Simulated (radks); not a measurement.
# Fractional charge and spin in the 5p shell of iodine

An exercise on one series of results from a longer session: the logs are not shown, and one member is left open.

Method: scalar-relativistic Kohn-Sham, LDA (Slater exchange, Perdew-Wang correlation), spin-polarised, spherical densities, finite nucleus. Code: radks (a radial shooting solver on a logarithmic mesh, Libxc functionals) version 1.

### Starting point

| Quantity | Value |
| --- | --- |
| element | iodine (Z = 53) |
| configuration | [Kr] 4d10 5s2 5p(up 2, down 1) |
| nuclear rms radius | 4.75 fm |

A shell typed twice in an input gives spin up, then spin down.

Set-up of the first run:

Settings of this run:

```text
Z 53
configuration [Kr] 4d10 5s2 5p2 5p1
relativity scalar-relativistic
functional lda,pw
spin polarised
nucleus finite rms 4.75 fm
c 137.035999084
```

Among the steps run: 5p: up 2, down 1.

One table of the session follows, with a row left open; its other results are not shown here.

It belongs to the step «5p: up 2, down 1». Sizes of the orbitals, from the radial functions (bohr):

```
  level     <r>  outermost maximum (interpolated)  90 % within  nodes
  4p up  0.7920                             0.715         1.16      2
4p down  0.7917                             0.715         1.16      2
  4d up  0.9201                             0.778         1.40      1
4d down  0.9184                             0.778         1.40      1
  5s up   1.870                              1.67         2.70      4
5s down   1.869                              1.66         2.70      4
  5p up   2.197                              1.93         3.20      3
5p down       ?                                 ?            ?      ?
```

Estimate the missing values for 5p down.

The run gave: <r>: 2.205; outermost maximum (interpolated): 1.92; 90 % within: 3.22; nodes: 3. In the column «<r>» it is the highest.
